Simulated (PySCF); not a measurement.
# CH₉NSSi₂: magnetic properties

Programs: PySCF 2.14.0, with routines of our own; each step states its level. All values are computed. Atoms count from 0.

### Step 1. The starting structure

14 atoms, charge 0, multiplicity 1; geometry from: GFN2-xTB.

### Step 2. Magnetic properties: GIAO B3LYP/pcSseg-1

What the job is given:

```
{"job": {"kind": "mag", "xc": "B3LYP", "basis": "pcSseg-1", "isotopologues": 2}, "charge": 0, "multiplicity": 1}
C     -3.110191    -0.044050     0.234225
S     -1.659688    -0.769826    -0.582380
Si    -0.127534     0.196491     0.560059
N      1.337800    -0.324752    -0.162149
Si     2.959695    -0.007768     0.360197
H     -3.096041    -0.293903     1.290480
H     -3.101357     1.033149     0.100526
H     -3.988993    -0.470639    -0.237376
H     -0.300120     1.643808     0.441530
H     -0.267970    -0.220056     1.956479
H      1.241914    -0.994649    -0.908668
H      3.436456    -1.073642     1.246321
H      2.892741     1.257515     1.083881
H      3.782610     0.067850    -0.845241
```

Level: GIAO B3LYP/pcSseg-1 magnetisability, rotational g tensor and spin-rotation constants, non-relativistic, gas phase.

The run is started by

```bash
$ OMP_NUM_THREADS=1 python excited_run.py task.json out
```

One launch serves the whole session: the jobs run in the order shown.

**Question.** How long does this first job take on 1 thread of Intel Xeon Platinum 8259CL at 2.50GHz, shared host, and how much memory does it need?

About 30 s, with a peak of 0.73 GiB.
